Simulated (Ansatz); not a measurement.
What does this script print? It uses the Python package of Ansatz (0.2.0).

Contents of `scclo_scclo.vasp`:
```text
ScClO
1.0
   3.57137000    0.00000000    0.00000000
   0.00000000    3.57137000    0.00000000
   0.00000000    0.00000000    7.95613000
Sc Cl O
2 2 2
Direct
   0.00000000    0.50000000    0.13456300
   0.50000000    0.00000000    0.86543700
   0.00000000    0.50000000    0.67664100
   0.50000000    0.00000000    0.32335900
   0.50000000    0.50000000    0.00000000
   0.00000000    0.00000000    0.00000000
```

Contents of `scclo_sc.xyz`:
```text
2
Lattice="3.309 0.0 0.0 -1.6545 2.86567806 0.0 0.0 0.0 5.2733" Properties=species:S:1:pos:R:3 pbc="T T T"
Sc   -0.00000000    1.91045204    1.31832500
Sc    1.65450000    0.95522602    3.95497500
```

`scclo_cl.xyz`
```text
4
Lattice="3.145 -2.25 0.0 3.145 2.25 0.0 0.0 0.0 8.21" Properties=species:S:1:pos:R:3 pbc="T T T"
Cl    3.14500000   -1.66500000    0.82100000
Cl    3.14500000   -0.58500000    4.92600000
Cl    3.14500000    1.66500000    7.38900000
Cl    3.14500000    0.58500000    3.28400000
```

The script reads `scclo_o2.xyz`:
```text
2
Lattice="9.0 0.0 0.0 0.0 9.5 0.0 0.0 0.0 10.0" Properties=species:S:1:pos:R:3:initial_magmoms:R:1 pbc="T T T"
O     4.50000000    4.75000000    4.38500000  1.00
O     4.50000000    4.75000000    5.61500000  1.00
```

`formation_scclo.py`
```python
from collections import Counter
import warnings

import ansatz as az
from ase.io import read
import numpy as np

POLARISED = {"O2"}

GASES = {"O2"}


def solve(name, crystal):
    calc = (
        crystal.calculation()
        .functional("lda")
        .basis(520)
        .kpoints(spacing=0.33)
        .occupations("fermi_dirac", width=0.02)
        .stress()
    )
    if name in POLARISED:
        calc = calc.spin("collinear")
    if name in GASES:
        return calc.kpoints(1, 1, 1).relax(force_tolerance=0.01, max_steps=40).run(threads=1)
    calc = calc.relax(force_tolerance=0.01, max_steps=40, cell=True)
    return calc.run(threads=1)


def counts(outcome):
    return Counter(site.symbol for site in outcome.lattice.sites)

def formation_energy(outcome, mu):
    n = counts(outcome)
    return (outcome.report["energy_sigma0_ev"] - sum(k * mu[element] for element, k in n.items())) / sum(n.values())


def volume_per_atom(outcome):
    return abs(np.linalg.det(outcome.lattice.cell_ang)) / len(outcome.lattice.sites)


def main() -> None:
    warnings.simplefilter("ignore", az.DeckWarning)

    phases = {}
    atoms = read("scclo_scclo.vasp", format="vasp")
    scclo = az.Crystal.from_ase(atoms)
    phases["ScClO"] = scclo
    sc = az.Crystal.from_extxyz("scclo_sc.xyz")
    phases["Sc"] = sc
    cl = az.Crystal.from_extxyz("scclo_cl.xyz")
    phases["Cl"] = cl
    o2 = az.Crystal.from_extxyz("scclo_o2.xyz")
    phases["O2"] = o2

    done = {}
    for name, crystal in phases.items():
        done[name] = solve(name, crystal)
        print(f"{name}: {done[name].report['energy_sigma0_ev']:.4f} eV, {len(done[name].lattice.sites)} atoms")

    references = {"Sc": "Sc", "Cl": "Cl", "O": "O2"}
    mu = {element: done[name].report["energy_sigma0_ev"] / len(done[name].lattice.sites) for element, name in references.items()}

    target = done["ScClO"]
    heat = formation_energy(target, mu)
    n = counts(target)
    print("cell content:", dict(n), " volume", round(volume_per_atom(target), 3), "A^3/atom")
    print("formation energy", round(heat, 4), "eV/atom,", round(heat * sum(n.values()), 4), "eV per cell")
    print("bound against the elements" if heat < 0 else "unbound against the elements")


if __name__ == "__main__":
    main()
```

```console
$ python formation_scclo.py
ScClO: -7389.5557 eV, 6 atoms
Sc: -4178.0454 eV, 2 atoms
Cl: -4176.2398 eV, 4 atoms
O2: -1104.7259 eV, 2 atoms
cell content: {<Element.SC: 'Sc'>: 2, <Element.CL: 'Cl'>: 2, <Element.O: 'O'>: 2}  volume 15.022 A^3/atom
formation energy -3.1107 eV/atom, -18.6645 eV per cell
bound against the elements
```

Notes:
- Absolute energies stand on the zero of these potentials, so only differences at equal settings mean something.
- Spin is left out but for O2.
- For the metals among these phases the mesh is modest: differences between phases can be off by up to 40 meV an atom.
- The program warned that this SCF threshold is loose for forces or stresses.
- The cells come from databases of deposited and of computed structures, and not all need be stable phases.
- The compound is the structure given, not necessarily its lowest; energies are at zero temperature, with no correction for gases. Magnetic phases start from parallel moments and may not end in their lowest magnetic state. A semilocal functional's error on such energies is often 0.05 to 0.1 eV an atom, and 0.1 to 0.3 eV against gases such as O2 or F2.
- The script silences the warnings on its input, which a real study should read.
- Hardware and time: 110 s on 1 thread of Arm Neoverse V1, on a shared host, peak memory 0.82 GiB.

(Lines on the test bed's own set-up are left out of the output.)
